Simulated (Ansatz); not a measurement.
**Ge₂H₃ (quartet): wave-function methods side by side, cc-pVTZ**

One table from this session's results is given with a row withheld; the runs are named, their logs left out.

Method: cc-pVTZ, core rule «outside noble gas», up to 28 orbitals frozen; program: Ansatz 0.2.0, Gaussian basis.

Plan: UHF; CCSD(T) on ROHF; CCSD(T) on UHF; BCCD(T) on ROHF; CCSDT(Q) on ROHF; CCSDT(Q) on UHF; CASSCF and NEVPT2, 11 electrons in 11 orbitals.

5 further runs of the same task are left out: 5 set aside as unsound or not needed.

**What is computed**

The geometry is a PBE0/def2-TZVP stationary point (not a proven minimum) of the parent state, kept for this charge and spin. No spin-orbit coupling is included. The filled d shell of Ge may be among the frozen orbitals whatever the setting's name suggests; the logs give the count.

5 atoms, charge 0, spin multiplicity 4.

Atoms are counted from 1 here; the program's logs count them from 0.

Bond lengths: Ge1–Ge2 2.489 Å, Ge1–H3 1.550 Å, Ge1–H4 1.544 Å, Ge1–H5 1.544 Å. Angles: Ge2–Ge1–H3 104.2°, Ge2–Ge1–H4 115.6°, Ge2–Ge1–H5 115.6°, H3–Ge1–H4 106.7°, H3–Ge1–H5 106.7°, H4–Ge1–H5 107.3°.

Set-up of the first run:

The input, in.yaml:

```yaml
crystal:
  periodic: [false, false, false]
  atoms:
    - {symbol: Ge, position_ang: [-0.001989, 0.000001, 1.207499]}
    - {symbol: Ge, position_ang: [-0.001381, -0.000001, -1.281547]}
    - {symbol: H, position_ang: [1.500233, -0.000013, 1.588157]}
    - {symbol: H, position_ang: [-0.628647, 1.243483, 1.874144]}
    - {symbol: H, position_ang: [-0.628670, -1.243469, 1.874145]}
basis:
  gaussian: {orbitals: cc-pVTZ}
magnetization: {spin_polarized: true, initial_magnetization: 3}
hamiltonian: {xc: hf}
output: {orbitals: {seedname: orbitals}}
```

The run is started by

```
$ ansatz run in.yaml --threads 1 --pin off --events-out ev --progress --plain --max-ram 4096MiB --backend cpu
```

Steps of the session up to this table: UHF; CCSD(T) on ROHF; CCSD(T) on UHF; BCCD(T) on ROHF; CCSDT(Q) on ROHF; CCSDT(Q) on UHF; CASSCF and NEVPT2, 11 electrons in 11 orbitals.

One table of the session follows, with a row left open; its other results are not shown here.

It belongs to the step «Misses and costs». 

```
        method  from RCCSDT(Q) (meV)
          ROHF               +6140.7
           UHF               +6062.0
          RMP2               +1217.0
          UMP2                     ?
         RCCSD                +255.6
         UCCSD                +233.3
      RCCSD(T)                 +45.0
      UCCSD(T)                 +25.5
       BCCD(T)                 +43.8
        RCCSDT                  +8.9
        UCCSDT                 -11.2
     RCCSDT(Q)                     0
     UCCSDT(Q)                 -20.2
CASSCF valence               +4448.5
NEVPT2 valence               +1192.1
```

**Question.** Estimate the row for UMP2.

The run gave: from RCCSDT(Q) (meV): +1205.3. In the column «from RCCSDT(Q) (meV)» it lies between NEVPT2 valence (+1192.1) and RMP2 (+1217.0).

Limits of these values: Restricted and unrestricted rows rest on different reference determinants; where their highest levels disagree by more than a few hundredths of an eV, they describe different states and don't form one ladder.
